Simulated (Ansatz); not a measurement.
# BPH6 (SMILES [BH3-][PH3+]) at revPBE/def2-SVPD

Aim: the electronic atomisation energy of BPH6 at revPBE/def2-SVPD, from 4 runs. 

The results are computed with Ansatz 0.2.0.

48 further runs of the same task are left out: 48 set aside as unsound or not needed.

### 1 The molecule

The species is BPH6 (8 atoms), meant as a singlet with charge 0. As SMILES, `[BH3-][PH3+]`. The coordinates come from a PBE0-D4/def2-TZVP relaxation.

Bond lengths: B1–P2 1.910 Å, B1–H3 1.209 Å, B1–H4 1.209 Å, B1–H5 1.209 Å, P2–H6 1.408 Å, P2–H7 1.409 Å, P2–H8 1.408 Å. Some angles: B1–P2–H6 118.0°, B1–P2–H7 118.1°, B1–P2–H8 118.0°, P2–B1–H3 103.8°, P2–B1–H4 103.8°, P2–B1–H5 103.8°, H6–P2–H7 99.7°, H6–P2–H8 99.7°, H7–P2–H8 99.7°, H3–B1–H4 114.5°.

### 2 The energy at revPBE/def2-SVPD

The input, run.yaml:

```yaml
basis:
  gaussian:
    orbitals: def2-SVPD
crystal:
  periodic: [false, false, false]
  atoms:
    - {symbol: B, position_ang: [-0.556100, 0.227200, -0.914000]}
    - {symbol: P, position_ang: [0.433900, -0.181600, 0.667700]}
    - {symbol: H, position_ang: [-1.693400, 0.343100, -0.520100]}
    - {symbol: H, position_ang: [-0.367800, -0.730200, -1.628000]}
    - {symbol: H, position_ang: [-0.055500, 1.254200, -1.309900]}
    - {symbol: H, position_ang: [0.418800, 0.755700, 1.718800]}
    - {symbol: H, position_ang: [1.823100, -0.380300, 0.547100]}
    - {symbol: H, position_ang: [0.089200, -1.345200, 1.382600]}
hamiltonian:
  xc: {name: revPBE}
accuracy: high
output:
  orbitals: {seedname: orbitals}
```

Command:

```bash
$ ansatz run run.yaml --threads 1 --pin off --max-ram 3480MiB --events-out events.jsonl --progress --plain --runs-dir runs
```

What it wrote:

```text
Warning: RAYON_NUM_THREADS=1 ignored (pool sized by the plan → 1); use --threads N
Functional definition: revPBE
  name "revPBE"
  parameter kappa = 1.245
  parameter beta = 0.06672455060314922
  exchange = pbe_x(kappa = kappa, mu = beta*pi^2/3)
  correlation = pbe_c(beta = beta)
1856 factors; integrals over basis functions are off by at most 3.6e-9 eV
mean field evaluation 1: about -10052.2622 eV, gradient 3.6e1 eV
mean field evaluation 2: about -10045.6636 eV, gradient 5.2e1 eV
mean field evaluation 4: about -10056.8966 eV, gradient 1.9e0 eV
mean field evaluation 8: about -10056.9088 eV, gradient 1.2e-2 eV
mean field evaluation 16: about -10056.9088 eV, gradient 1.7e-7 eV
mean field -10056.90884347 eV, -369.5845831798 hartree, gradient 1.9e-8 eV, S^2 0.000000; 0 other end points of the search recorded, 0 dependent functions left out
reference -10056.90884861 eV, -369.5845833688 hartree; 13, 13 occupied and 79, 79 virtual orbitals, 1856 factors
Total energy: -10056.90884861 eV, -369.5845833688 hartree
```

Run time: 6.3 s. Hardware: 1 thread of Intel Xeon Platinum 8259CL at 2.50GHz (Skylake/Cascade Lake), shared host; peak memory 0.23 GiB.

### 3 The B atom, same level

The input, job.yaml:

```yaml
crystal:
  periodic: [false, false, false]
  atoms:
    - {symbol: B, position_ang: [0.000000, 0.000000, 0.000000]}
basis:
  gaussian:
    orbitals: def2-SVPD
magnetization:
  spin_polarized: true
  initial_magnetization: 1
hamiltonian:
  xc: {name: revPBE}
accuracy: high
```

Command:

```bash
$ ansatz run job.yaml --threads 1 --pin off --max-ram 3480MiB --events-out events.jsonl --progress --plain --runs-dir runs
```

What it wrote:

```text
Warning: RAYON_NUM_THREADS=1 ignored (pool sized by the plan → 1); use --threads N
Functional definition: revPBE
  name "revPBE"
  parameter kappa = 1.245
  parameter beta = 0.06672455060314922
  exchange = pbe_x(kappa = kappa, mu = beta*pi^2/3)
  correlation = pbe_c(beta = beta)
161 factors; integrals over basis functions are off by at most 2.8e-9 eV
mean field evaluation 1: about -670.0141 eV, gradient 2.7e0 eV
mean field evaluation 2: about -670.0786 eV, gradient 8.2e-1 eV
mean field evaluation 4: about -670.0787 eV, gradient 2.8e-1 eV
mean field evaluation 8: about -670.0797 eV, gradient 2.9e-5 eV
mean field evaluation 16: about -669.9715 eV, gradient 3.6e0 eV
mean field evaluation 32: about -670.0797 eV, gradient 1.3e-3 eV
mean field -670.07969308 eV, -24.6249745242 hartree, gradient 1.9e-8 eV, S^2 0.753274; 2 other end points of the search recorded, 0 dependent functions left out
reference -670.07969596 eV, -24.6249746301 hartree; 3, 2 occupied and 17, 18 virtual orbitals, 161 factors
Total energy: -670.07969596 eV, -24.6249746301 hartree
```

Wall time 1.2 s (1 thread of Intel Xeon Platinum 8259CL at 2.50GHz (Skylake/Cascade Lake), shared host); peak memory 0.091 GiB.

### 4 The H atom

The input, in.yaml:

```yaml
crystal:
  periodic: [false, false, false]
  atoms:
    - {symbol: H, position_ang: [0.000000, 0.000000, 0.000000]}
basis:
  gaussian: {orbitals: def2-SVPD}
magnetization: {spin_polarized: true, initial_magnetization: 1}
hamiltonian: {xc: {name: revPBE}}
accuracy: high
```

Run the same way, it converges to -0.50319 Eh (log not shown).

### 5 The P atom

The input, run.yaml:

```yaml
crystal:
  periodic: [false, false, false]
  atoms:
    - {symbol: P, position_ang: [0.000000, 0.000000, 0.000000]}
basis:
  gaussian:
    orbitals: def2-SVPD
magnetization:
  spin_polarized: true
  initial_magnetization: 3
hamiltonian:
  xc: {name: revPBE}
accuracy: high
```

Run the same way, it converges to -341.08714 Eh (log not shown).

### 6 What came out

Level: revPBE/def2-SVPD.

| quantity | value |
| --- | --- |
| molecule: total energy | -369.58458 Eh |
| molecule: HOMO energy | -7.24 eV |
| molecule: LUMO energy | -0.58 eV |
| molecule: HOMO–LUMO gap | 6.66 eV |
| B atom: total energy | -24.62497 Eh |
| B atom: ⟨S²⟩ | 0.753 |
| H atom: total energy | -0.50319 Eh |
| H atom: ⟨S²⟩ | 0.750 |
| P atom: total energy | -341.08714 Eh |
| P atom: ⟨S²⟩ | 3.751 |
| electronic atomisation energy | 23.220 eV |

**Reading.** Taking the molecule apart into free atoms costs 23.22 eV (2240 kJ/mol), before zero-point energy and without spin-orbit coupling.
